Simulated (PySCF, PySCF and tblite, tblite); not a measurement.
**C5H7Br: conformers and averaged spectra**

Aim: find the conformers of C5H7Br (`Br[C@@H]1C=CCC1`), weigh them, and average their properties.

Computed with tblite 0.8.0 (tight binding) and PySCF 2.14.0 (DFT, with response routines of our own); each step states its level. Atoms count from 0 throughout.

### 1 The molecule as given

13 atoms, charge 0, multiplicity 1; geometry from: MMFF94s geometry.

Bonds of the start (Å): Br0–C1 1.93, C1–C2 1.51, C1–C5 1.53, C1–H6 1.10, C2–C3 1.33, C2–H7 1.08, C3–C4 1.49, C3–H8 1.09, C4–C5 1.53, C4–H10 1.09, C4–H9 1.10, C5–H11 1.10, C5–H12 1.09.

### 2 GFN2-xTB relaxation, conformer 1

Job settings and geometry (Å):

```
{"job": {"xc": "GFN2-xTB", "basis": "xTB", "kind": "relax"}, "charge": 0, "multiplicity": 1}
Br    -0.230000     2.334900    -1.264400
C     -0.162100     1.176000     0.276100
C      1.199400     0.532000     0.330200
C      1.143200    -0.745700    -0.038200
C     -0.244300    -1.176800    -0.380300
C     -1.106400    -0.019100     0.131600
H     -0.379100     1.774600     1.167700
H      2.099200     1.069300     0.604500
H      2.009000    -1.409100    -0.093900
H     -0.341500    -1.290100    -1.468200
H     -0.521400    -2.119800     0.091900
H     -1.497900    -0.295700     1.124700
H     -1.972400     0.170000    -0.499500
```

Command:

```bash
$ OMP_NUM_THREADS=1 python ens_run.py task.json out
```

The driver reads the study from task.json and runs its stages one after another.

The program printed:

```text
step      E/eV     max force
  0    -499.00940    1.057
  1    -499.04061    0.616
  2    -499.05577    0.325
  3    -499.06069    0.326
  4    -499.06377    0.168
  5    -499.06711    0.123
  6    -499.06855    0.124
  7    -499.06938    0.068
  8    -499.06974    0.052
  9    -499.06995    0.032
 10    -499.06995    0.032
 11    -499.07000    0.024
 12    -499.07006    0.020
 13    -499.07008    0.016
 14    -499.07011    0.014
 15    -499.07013    0.014
 16    -499.07015    0.014
 17    -499.07017    0.010
 18    -499.07018    0.011
 19    -499.07019    0.013
 20    -499.07020    0.010
 21    -499.07021    0.008
 22    -499.07022    0.008
 23    -499.07023    0.011
 24    -499.07024    0.014
 25    -499.07025    0.013
 26    -499.07026    0.008
 27    -499.07026    0.008
 28    -499.07027    0.008
 29    -499.07028    0.010
 30    -499.07029    0.008
 31    -499.07029    0.008
 32    -499.07030    0.008
 33    -499.07031    0.012
 34    -499.07033    0.014
 35    -499.07034    0.010
 36    -499.07035    0.007
 37    -499.07035    0.007
 38    -499.07036    0.009
 39    -499.07036    0.010
 40    -499.07037    0.010
 41    -499.07038    0.010
 42    -499.07039    0.009
 43    -499.07040    0.010
 44    -499.07042    0.008
 45    -499.07042    0.008
 46    -499.07043    0.009
 47    -499.07044    0.008
 48    -499.07045    0.008
 49    -499.07045    0.004
```

Run time: 0.38 s. Hardware: 1 thread of Arm Neoverse N1, shared host.

The energy fell by 0.061 eV, and the atoms moved 0.03 Å (root mean square).

### 3 Shieldings, conformer 1: KT3/pcSseg-1 in tetrahydrofuran

Job settings and geometry (Å):

```
{"job": {"xc": "KT3", "basis": "pcSseg-1", "solvent": "tetrahydrofuran", "kind": "nmr", "pop": true}, "charge": 0, "multiplicity": 1}
Br    -0.236027     2.340002    -1.306698
C     -0.150587     1.145543     0.300729
C      1.195688     0.515873     0.356107
C      1.148678    -0.750600    -0.030397
C     -0.242028    -1.178997    -0.385295
C     -1.110319    -0.033961     0.157529
H     -0.381955     1.816411     1.126421
H      2.071874     1.079666     0.623351
H      1.987046    -1.419839    -0.109611
H     -0.332870    -1.269972    -1.471382
H     -0.504751    -2.142289     0.051841
H     -1.486234    -0.291607     1.150050
H     -1.962904     0.190257    -0.480374
```

The program printed:

```text
coarse grid: 50536 points
cycle   1  E = -2780.9047131642  dE = -6.113e-01  |g| = 6.130e-01  |ddm| = 3.308e+00
cycle   2  E = -2780.8532668074  dE =  5.145e-02  |g| = 6.219e-01  |ddm| = 1.054e+00
cycle   3  E = -2780.9497818750  dE = -9.652e-02  |g| = 1.943e-01  |ddm| = 8.239e-01
cycle   4  E = -2780.9586608491  dE = -8.879e-03  |g| = 7.763e-02  |ddm| = 2.650e-01
cycle   5  E = -2780.9600765609  dE = -1.416e-03  |g| = 1.346e-02  |ddm| = 7.986e-02
cycle   6  E = -2780.9601060409  dE = -2.948e-05  |g| = 8.527e-03  |ddm| = 1.881e-02
cycle   7  E = -2780.9601227183  dE = -1.668e-05  |g| = 1.757e-03  |ddm| = 8.131e-03
cycle   8  E = -2780.9601234947  dE = -7.764e-07  |g| = 5.531e-04  |ddm| = 2.098e-03
final grid: 106720 points
cycle   9  E = -2780.9601233893  dE =  9.185e-08  |g| = 9.247e-04  |ddm| = 2.368e-03
cycle  10  E = -2780.9601227319  dE =  6.573e-07  |g| = 1.793e-03  |ddm| = 2.529e-03
cycle  11  E = -2780.9601235983  dE = -8.663e-07  |g| = 2.228e-04  |ddm| = 1.747e-03
cycle  12  E = -2780.9601236072  dE = -8.917e-09  |g| = 5.140e-05  |ddm| = 1.938e-04
cycle  13  E = -2780.9601236078  dE = -6.266e-10  |g| = 3.404e-06  |ddm| = 4.682e-05
converged SCF energy = -2780.9601236078

GIAO shielding tensors (ppm)
atom      isotropic    diamagn.    paramagn.     s11        s22        s33       span
  0 Br    2044.623    3127.915   -1083.292   1393.037   1735.844   3004.988   1611.951
  1 C      111.722     246.454    -134.732     78.727    118.996    137.443     58.716
  2 C       54.863     251.179    -196.316    -38.919     63.301    140.207    179.126
  3 C       49.494     252.275    -202.780    -42.585     48.138    142.931    185.516
  4 C      148.595     247.237     -98.641    129.503    147.596    168.686     39.183
  5 C      144.784     245.810    -101.026    122.834    145.656    165.861     43.027
  6 H       26.180      29.662      -3.482     20.668     25.326     32.546     11.879
  7 H       25.574      31.331      -5.757     23.544     26.013     27.165      3.621
  8 H       25.419      30.688      -5.268     24.170     25.414     26.674      2.503
  9 H       28.732      28.645       0.088     25.051     27.076     34.070      9.019
 10 H       29.139      28.803       0.336     24.615     26.951     35.851     11.236
 11 H       29.291      29.434      -0.143     23.784     27.453     36.634     12.850
 12 H       29.327      29.350      -0.022     24.734     29.678     33.570      8.835
```

Run time: 34 s. Hardware: 1 thread of Arm Neoverse N1, shared host; peak memory 0.7 GiB.

This run: HOMO -6.20 eV, LUMO -1.59 eV; dipole 3.08 D.

Orbitals, density, ELF and potential are computed afterwards from the orbital file.

Frontier orbitals at KT3/pcSseg-1, with the share of their density that lies nearest to each atom:

```
orbital  energy (eV)                                    lies on
   HOMO        -6.20           Br0 28 %; C2, C3 about 26 % each
   LUMO        -1.59  Br0 31 %; C1, C3 about 21 % each; C2 10 %
```

ELF in a plane through or near 7 of the atoms.

Ten even steps from ' ' (0.00) to '@' (1.00):
```
                                                        
                                                        
                                                        
                ..++####--          ..                  
              ::##@@@@@@@@==    --%%@@@@%%..            
              ::%%@@@@@@@@**....##@@@@@@@@**            
                ..##@@@@++==##**##@@@@@@@@==            
                  --**==%%..@@==::++%%##==              
                ..++%%%%====##--..++**::                
              ==**----==**::..==%%%%**====--..          
              ++##::--::##++==**::..++@@@@@@##--        
              ::--++**%%##--==@@##**%%@@@@@@%%==        
                  ..::++==--..****==++@@@@@@**::        
                    ..++%%%%##++..  ..--==--..          
                    ::##@@@@%%==                        
                    ..++%%%%**::                        
                        ....                            
                                                        
                                                        
                                                        
```
The map spans 9.5 Å across and 9.6 Å up, centred on the molecule. Atoms in the plane (x, y in Å): C1 (-1.2, -0.1), C2 (-0.5, 1.3), C3 (0.8, 1.1), C5 (-0.1, -1.1), H7 (-1.0, 2.2), H8 (1.6, 1.9), H10 (2.1, -0.6).

log10 of the density (e/Å³) in the same plane.

Ten even steps from ' ' (-4.0) to '@' (1.9):
```
                                                        
                                                        
                ..::::::::..............                
              ..::----------::::::::::::::..            
            ..----==++++++==============--::....        
          ..::--==++**##**++++++++****++==--::..        
        ..::::--==++**######******####**++--::..        
      ..::::----==++**##@@%%####%%##**++==--::..        
    ..::----====++****##############**++==--::::..      
    ::::--====++**##%%##********####****++==--::..      
    ::::--====****##%%%%********######****++==--::..    
    ..::----==++++******##########********++==--::..    
    ..::------====++++**##%%##******++++++==----..      
      ..::::------==++++**##****++========----::..      
          ....::::--==++++**++++==----::::::....        
              ....::--==========--::::....              
                  ..::::----::::....                    
                    ............                        
                                                        
                                                        
```
The map spans 9.5 Å across and 9.6 Å up, centred on the molecule. Atoms in the plane (x, y in Å): C1 (-1.2, -0.1), C2 (-0.5, 1.3), C3 (0.8, 1.1), C5 (-0.1, -1.1), H7 (-1.0, 2.2), H8 (1.6, 1.9), H10 (2.1, -0.6).

On the surface of density 0.002 e/bohr³ the electrostatic potential runs, from the 1st to the 99th percentile, from -1.00 V near Br0 to 1.00 V near H8.

### 4 Single-point energy, conformer 1: PBE0/def2-SVP in tetrahydrofuran

Changed since step 3:

```diff
@@ -1,2 +1,2 @@
-{"job": {"xc": "KT3", "basis": "pcSseg-1", "solvent": "tetrahydrofuran", "kind": "nmr", "pop": true}, "charge": 0, "multiplicity": 1}
+{"job": {"xc": "PBE0", "basis": "def2-SVP", "solvent": "tetrahydrofuran", "kind": "sp"}, "charge": 0, "multiplicity": 1}
 Br    -0.236027     2.340002    -1.306698
```

The program printed:

```text
coarse grid: 50536 points
cycle   1  E = -2767.8811529376  dE = -3.669e-01  |g| = 2.962e-01  |ddm| = 3.803e+00
cycle   2  E = -2767.8834934424  dE = -2.341e-03  |g| = 2.933e-01  |ddm| = 6.592e-01
cycle   3  E = -2767.9054187293  dE = -2.193e-02  |g| = 3.978e-02  |ddm| = 3.275e-01
cycle   4  E = -2767.9056754259  dE = -2.567e-04  |g| = 2.332e-02  |ddm| = 6.168e-02
cycle   5  E = -2767.9058118184  dE = -1.364e-04  |g| = 5.188e-03  |ddm| = 2.740e-02
cycle   6  E = -2767.9058186956  dE = -6.877e-06  |g| = 1.379e-03  |ddm| = 7.235e-03
final grid: 106720 points
cycle   7  E = -2767.9058338913  dE =  2.103e-08  |g| = 1.448e-03  |ddm| = 3.210e-03
cycle   8  E = -2767.9058336829  dE =  2.084e-07  |g| = 1.674e-03  |ddm| = 2.744e-03
cycle   9  E = -2767.9058342661  dE = -5.832e-07  |g| = 2.749e-04  |ddm| = 1.553e-03
cycle  10  E = -2767.9058342833  dE = -1.717e-08  |g| = 2.314e-05  |ddm| = 2.727e-04
cycle  11  E = -2767.9058342834  dE = -1.496e-10  |g| = 3.682e-06  |ddm| = 2.696e-05
converged SCF energy = -2767.9058342834
```

It took 11 s on 1 thread of Arm Neoverse N1, shared host; peak memory 0.64 GiB.

This run: HOMO -7.21 eV, LUMO -0.50 eV; dipole 3.05 D.

### 5 Couplings, conformer 1: B3LYP/6-31G*+pcJ-1

Changed since step 4:

```diff
@@ -1,2 +1,2 @@
-{"job": {"xc": "PBE0", "basis": "def2-SVP", "solvent": "tetrahydrofuran", "kind": "sp"}, "charge": 0, "multiplicity": 1}
+{"job": {"xc": "B3LYP", "basis": {"default": "6-31G*", "H": "pcJ-1"}, "nuclei": ["H", "F", "P", "Si", "B"], "kind": "j"}, "charge": 0, "multiplicity": 1}
 Br    -0.236027     2.340002    -1.306698
```

The program printed:

```text
coarse grid: 50536 points
cycle   1  E = -2768.5726009708  dE = -3.459e-01  |g| = 3.775e-01  |ddm| = 3.195e+00
cycle   2  E = -2768.5682981378  dE =  4.303e-03  |g| = 4.067e-01  |ddm| = 7.966e-01
cycle   3  E = -2768.6115944982  dE = -4.330e-02  |g| = 5.245e-02  |ddm| = 4.325e-01
cycle   4  E = -2768.6120597451  dE = -4.652e-04  |g| = 3.000e-02  |ddm| = 9.060e-02
cycle   5  E = -2768.6122866216  dE = -2.269e-04  |g| = 9.007e-03  |ddm| = 3.608e-02
cycle   6  E = -2768.6123055035  dE = -1.888e-05  |g| = 2.723e-03  |ddm| = 1.040e-02
cycle   7  E = -2768.6123071408  dE = -1.637e-06  |g| = 4.545e-04  |ddm| = 3.640e-03
final grid: 106720 points
cycle   8  E = -2768.6123182687  dE =  2.484e-08  |g| = 6.901e-04  |ddm| = 1.799e-03
cycle   9  E = -2768.6123180528  dE =  2.158e-07  |g| = 1.135e-03  |ddm| = 1.838e-03
cycle  10  E = -2768.6123183878  dE = -3.349e-07  |g| = 7.247e-05  |ddm| = 1.187e-03
cycle  11  E = -2768.6123183891  dE = -1.316e-09  |g| = 1.664e-05  |ddm| = 7.362e-05
cycle  12  E = -2768.6123183891  dE = -7.412e-11  |g| = 2.560e-06  |ddm| = 2.139e-05
converged SCF energy = -2768.6123183891

Indirect spin-spin couplings (Hz)
  i      j    bonds     total        FC       PSO       DSO        SD
  6 H    7 H    3      3.495     3.124     0.432    -0.061         -
  6 H    8 H    4     -1.180    -0.630     1.256    -1.806         -
  6 H    9 H    4      1.948     2.487     1.317    -1.856         -
  6 H   10 H    4     -0.338    -0.003     1.110    -1.446         -
  6 H   11 H    3      8.131     7.501    -0.170     0.801         -
  6 H   12 H    3      0.302     0.234     0.870    -0.802         -
  7 H    8 H    3      6.339     6.705     0.473    -0.839         -
  7 H    9 H    4     -4.011    -3.479     1.150    -1.681         -
  7 H   10 H    4     -2.700    -2.127     1.274    -1.847         -
  7 H   11 H    4     -0.654    -0.259     1.047    -1.443         -
  7 H   12 H    4     -0.238     0.418     1.362    -2.018         -
  8 H    9 H    3      2.641     2.790     0.797    -0.946         -
  8 H   10 H    3      3.903     3.947     0.538    -0.582         -
  8 H   11 H    4     -0.823    -0.381     1.059    -1.500         -
  8 H   12 H    4     -0.168     0.352     1.355    -1.875         -
  9 H   10 H    2    -18.709   -18.579     1.940    -2.069         -
  9 H   11 H    3      7.575     8.201     1.686    -2.312         -
  9 H   12 H    3      8.200     7.685    -0.149     0.664         -
 10 H   11 H    3      8.776     8.483    -0.163     0.457         -
 10 H   12 H    3      0.175     0.396     1.003    -1.224         -
 11 H   12 H    2    -15.494   -15.552     1.832    -1.774         -
```

Wall time 32 s (1 thread of Arm Neoverse N1, shared host); peak memory 0.88 GiB.

In short: HOMO -6.88 eV, LUMO -0.68 eV; dipole 2.66 D.

### 6 Excited states, conformer 1: PBE0/def2-SVPD in tetrahydrofuran

Changed since step 5:

```diff
@@ -1,2 +1,2 @@
-{"job": {"xc": "B3LYP", "basis": {"default": "6-31G*", "H": "pcJ-1"}, "nuclei": ["H", "F", "P", "Si", "B"], "kind": "j"}, "charge": 0, "multiplicity": 1}
+{"job": {"xc": "PBE0", "basis": "def2-SVPD", "nstates": 6, "ntriplets": 0, "solvent": "tetrahydrofuran", "kind": "uv"}, "charge": 0, "multiplicity": 1}
 Br    -0.236027     2.340002    -1.306698
```

The program printed:

```text
coarse grid: 50536 points
cycle   1  E = -2767.8944009209  dE = -3.766e-01  |g| = 3.083e-01  |ddm| = 5.758e+00
cycle   2  E = -2767.8954831525  dE = -1.082e-03  |g| = 3.081e-01  |ddm| = 1.281e+00
cycle   3  E = -2767.9197422016  dE = -2.426e-02  |g| = 4.040e-02  |ddm| = 6.302e-01
cycle   4  E = -2767.9200353986  dE = -2.932e-04  |g| = 2.085e-02  |ddm| = 1.249e-01
cycle   5  E = -2767.9201401602  dE = -1.048e-04  |g| = 6.562e-03  |ddm| = 4.494e-02
cycle   6  E = -2767.9201506955  dE = -1.054e-05  |g| = 1.207e-03  |ddm| = 1.265e-02
cycle   7  E = -2767.9201509822  dE = -2.867e-07  |g| = 1.892e-04  |ddm| = 2.307e-03
final grid: 106720 points
cycle   8  E = -2767.9201644538  dE = -7.663e-08  |g| = 2.143e-04  |ddm| = 1.367e-02
cycle   9  E = -2767.9201644456  dE =  8.232e-09  |g| = 2.824e-04  |ddm| = 1.315e-03
cycle  10  E = -2767.9201644636  dE = -1.799e-08  |g| = 2.233e-05  |ddm| = 4.723e-04
cycle  11  E = -2767.9201644637  dE = -1.255e-10  |g| = 9.059e-06  |ddm| = 6.682e-05
converged SCF energy = -2767.9201644637

Static polarisability (au): isotropic 105.457, principal 89.731 95.742 130.896

Singlet excitations
state   eV       nm        f      main configurations
  1   5.5234    224.5   0.15041   H->L 0.71, H-2->L 0.25
  2   5.6881    218.0   0.00118   H-1->L 0.97
  3   5.8664    211.3   0.16835   H-2->L 0.73, H->L 0.23
  4   6.8576    180.8   0.09665   H->L+1 0.88
  5   7.2626    170.7   0.03941   H->L+2 0.64, H-2->L+1 0.16
  6   7.3052    169.7   0.03918   H-1->L+1 0.85
```

It took 50 s on 1 thread of Arm Neoverse N1, shared host; peak memory 0.97 GiB.

In short: HOMO -7.30 eV, LUMO -0.79 eV; dipole 3.39 D; S1 5.52 eV.

### 7 Averages: properties at KT3/pcSseg-1 in tetrahydrofuran

Job settings and geometry (Å):

```
{"job": {"study": "conf", "smiles": "Br[C@@H]1C=CCC1", "search": {"seed": 6132, "n_embed": 60, "ff_keep": 14, "window": 3.0, "nmax": 3, "temps": [200, 250, 298.15, 350, 400], "t_ref": 298.15, "order": 0.0005}, "level": {"nmr": {"xc": "KT3", "basis": "pcSseg-1", "solvent": "tetrahydrofuran"}, "sp": {"xc": "PBE0", "basis": "def2-SVP", "solvent": "tetrahydrofuran"}, "j": {"xc": "B3LYP", "basis": {"default": "6-31G*", "H": "pcJ-1"}, "nuclei": ["H", "F", "P", "Si", "B"]}, "uv": {"xc": "PBE0", "basis": "def2-SVPD", "nstates": 6, "ntriplets": 0, "solvent": "tetrahydrofuran"}}, "kind": "conf"}, "charge": 0, "multiplicity": 1}
Br    -0.236027     2.340002    -1.306698
C     -0.150587     1.145543     0.300729
C      1.195688     0.515873     0.356107
C      1.148678    -0.750600    -0.030397
C     -0.242028    -1.178997    -0.385295
C     -1.110319    -0.033961     0.157529
H     -0.381955     1.816411     1.126421
H      2.071874     1.079666     0.623351
H      1.987046    -1.419839    -0.109611
H     -0.332870    -1.269972    -1.471382
H     -0.504751    -2.142289     0.051841
H     -1.486234    -0.291607     1.150050
H     -1.962904     0.190257    -0.480374
```

The program printed:

```text
conformer  sym    E(xTB)   E(DFT)   G(298.15 K)  weight  dipole/D
    1     C1      0.000    0.000    0.000   1.0000    3.048

mean shielding (ppm) by class
class atoms           200 K      250 K   298.15 K      350 K      400 K
  0 Br 0           2044.623   2044.623   2044.623   2044.623   2044.623
  1 C  1            111.722    111.722    111.722    111.722    111.722
  2 C  2             54.863     54.863     54.863     54.863     54.863
  3 C  3             49.494     49.494     49.494     49.494     49.494
  4 C  4            148.595    148.595    148.595    148.595    148.595
  5 C  5            144.784    144.784    144.784    144.784    144.784
  6 H  6              26.18      26.18      26.18      26.18      26.18
  7 H  7             25.574     25.574     25.574     25.574     25.574
  8 H  8             25.419     25.419     25.419     25.419     25.419
  9 H  9             28.732     28.732     28.732     28.732     28.732
 10 H  10            29.139     29.139     29.139     29.139     29.139
 11 H  11            29.291     29.291     29.291     29.291     29.291
 12 H  12            29.327     29.327     29.327     29.327     29.327
```

Wall time 2.1 min (1 thread of Arm Neoverse N1, shared host). This counts the runs that the step sums up.

The search (ETKDG, MMFF94s, GFN2-xTB) embedded 60 structures, kept 2 distinct ones after the force field and 1 after xTB; 1 was carried on (window 3.0 kcal/mol at the search's own energies). Energies: PBE0/def2-SVP in tetrahydrofuran with D3(BJ).

Conformer by conformer (298 K):

```
no.  group  mirror pair  ΔE xTB  ΔE DFT    ΔG  weight (%)  μ (D)     A, B, C (GHz)
  1     C1           no    0.00    0.00  0.00       100.0   3.05  5.38, 1.43, 1.32
```

Energies in kcal/mol. ΔG holds xTB vibrations and rotation, symmetry numbers and mirror pairs.

Shifts against references run at the same level (¹³C TMS 185.4, ¹H TMS 31.74 ppm of shielding), by class of atoms, at 298 K:

```
atoms                                 environment   average
   C3                                   alkene CH     135.9
   C2                                   alkene CH     130.5
   C1                 allylic sp3 CH bonded to Br      73.7
   C5                           sp3 CH2 in a ring      40.6
   C4                             allylic sp3 CH2      36.8
   H8                    hydrogen on an alkene CH      6.32
   H7                    hydrogen on an alkene CH      6.17
   H6  hydrogen on an allylic sp3 CH bonded to Br      5.56
   H9              hydrogen on an allylic sp3 CH2      3.01
  H10              hydrogen on an allylic sp3 CH2      2.60
  H11            hydrogen on an sp3 CH2 in a ring      2.45
  H12            hydrogen on an sp3 CH2 in a ring      2.41
  Br0                         bromine bonded to C  2045 (σ)
```

Couplings (Hz, B3LYP/6-31G*+pcJ-1; one pair named for each class), from conformers that hold 100 % of the weight:

```
   pair  bonds  average
 H9–H10      2    -18.7
H11–H12      2    -15.5
H10–H11      3      8.8
 H9–H12      3      8.2
 H6–H11      3      8.1
 H9–H11      3      7.6
  H7–H8      3      6.3
 H8–H10      3      3.9
  H6–H7      3      3.5
  H8–H9      3      2.6
  H7–H9      4     -4.0
 H7–H10      4     -2.7
  H6–H9      4      1.9
  H6–H8      4     -1.2
 H8–H11      4     -0.8
 H7–H11      4     -0.7
```

Effective distances for nuclear Overhauser effects, ⟨r⁻⁶⟩^(−1/6) over all pairs of two classes (Å): H9···H10 1.76; H11···H12 1.77; H10···H11 2.37; H6···H11 2.38; H9···H12 2.40; H8···H10 2.60; H6···H7 2.61; H7···H8 2.61.

Lowest and brightest singlet by conformer (PBE0/def2-SVPD in tetrahydrofuran): no. 1 5.52 and 5.87 eV.

### 8 Results

| quantity | value |
| --- | --- |
| conformers | 1; the first in weight is no. 1 (C1), 100 % at 298 K |
| root-mean-square dipole | 3.05 D |
| averaged ¹³C shifts (KT3/pcSseg-1 in tetrahydrofuran) | 135.9, 130.5, 73.7, 40.6, 36.8 ppm |
| averaged ¹H shifts (KT3/pcSseg-1 in tetrahydrofuran) | 6.32, 6.17, 5.56, 3.01, 2.60, 2.45, 2.41 ppm |

**Reading.** The search found one conformer in the window, so the averages are its own values. Spin-orbit coupling is left out, which matters at and beside the heavy atoms.
